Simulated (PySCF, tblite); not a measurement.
**CH4Al2Cl3F: geometry, infrared bands and NMR shifts**

Aim: predict the infrared bands and NMR shifts of CH4Al2Cl3F (`[CH3][Al@H-]1[Cl+][Al@@-]([F])([Cl])[Cl+]1`).

The runs use tblite 0.8.0 and PySCF 2.14.0, with density-fitted response routines of our own; the level of theory stands in each step. All values are computed, except where a source is named. Atoms count from 0, in the outputs and in this text.

### 1 The starting structure

11 atoms, charge 0, multiplicity 1; geometry from: force field or distance geometry start.

Bonds of the start (Å): C0–Al1 1.98, Al1–Cl2 2.24, Cl2–Al3 2.24, Al3–F4 1.77, Al3–Cl5 2.22, Al3–Cl6 2.22, Cl6–Al1 2.23, C0–H7 1.13, C0–H8 1.12, C0–H9 1.11, Al1–H10 1.57.

### 2 Geometry optimisation with GFN2-xTB

The job: settings as JSON, then the geometry in Å.

```
{"job": {"kind": "relax", "xc": "GFN2-xTB", "basis": "xTB"}, "charge": 0, "multiplicity": 1}
C     -1.135100    -0.925200     0.315400
Al    -0.345800    -0.757900    -1.491300
Cl     1.879400    -0.575300    -1.342900
Al     1.378000     1.451500    -0.541100
F      2.612000     2.693400    -0.773100
Cl     0.663000     1.184000     1.547700
Cl    -0.250600     1.394400    -2.050900
H     -1.514000     0.079800     0.661600
H     -0.389600    -1.218200     1.097100
H     -1.992100    -1.632800     0.291300
H     -0.899700    -1.690900    -2.619900
```

Run with:

```bash
$ OMP_NUM_THREADS=1 python probes_run.py task.json out
```

The driver reads the jobs from task.json and runs them one after another.

**Question.** This job is followed by: GFN2-xTB harmonic vibrations, gas phase; GIAO PBE0/pcSseg-1 NMR shielding, non-relativistic, gas phase. What will the session give for the following? strongest single infrared mode (GFN2-xTB); zero-point energy (GFN2-xTB); ¹³C shifts against TMS (PBE0/pcSseg-1); ¹H shifts against TMS (PBE0/pcSseg-1, means over atoms taken as alike); ²⁷Al shifts against AlH4- (PBE0/pcSseg-1); ³⁵Cl shifts against HCl (PBE0/pcSseg-1, means over atoms taken as alike); ¹⁹F shifts against CFCl3 (PBE0/pcSseg-1).

The runs gave:

```
                                                                quantity                 value
                               strongest single infrared mode (GFN2-xTB)  666 cm⁻¹, 342 km/mol
                                            zero-point energy (GFN2-xTB)         30.5 kcal/mol
                                  ¹³C shifts against TMS (PBE0/pcSseg-1)              -7.6 ppm
  ¹H shifts against TMS (PBE0/pcSseg-1, means over atoms taken as alike)        4.58, 0.06 ppm
                               ²⁷Al shifts against AlH4- (PBE0/pcSseg-1)        83.8, 10.9 ppm
³⁵Cl shifts against HCl (PBE0/pcSseg-1, means over atoms taken as alike)           70, -10 ppm
                                ¹⁹F shifts against CFCl3 (PBE0/pcSseg-1)            -156.4 ppm
```

In words: Relaxing lowered the energy by 1.049 eV in 73 steps; the close pair that moved most is Al3–Cl5, from 2.224 to 2.020 Å. All 27 modes are real, so the xTB geometry is a minimum. The strongest single mode, at 666 cm⁻¹, is spread over several atoms, H10, Al1, C0, H9 among them. Unscaled tight-binding wavenumbers are off by several per cent, some by more. Its intensities can rank the bands wrongly. At PBE0/pcSseg-1: The widest tensor belongs to Al1: span 199 ppm, with a paramagnetic part of -390 ppm.
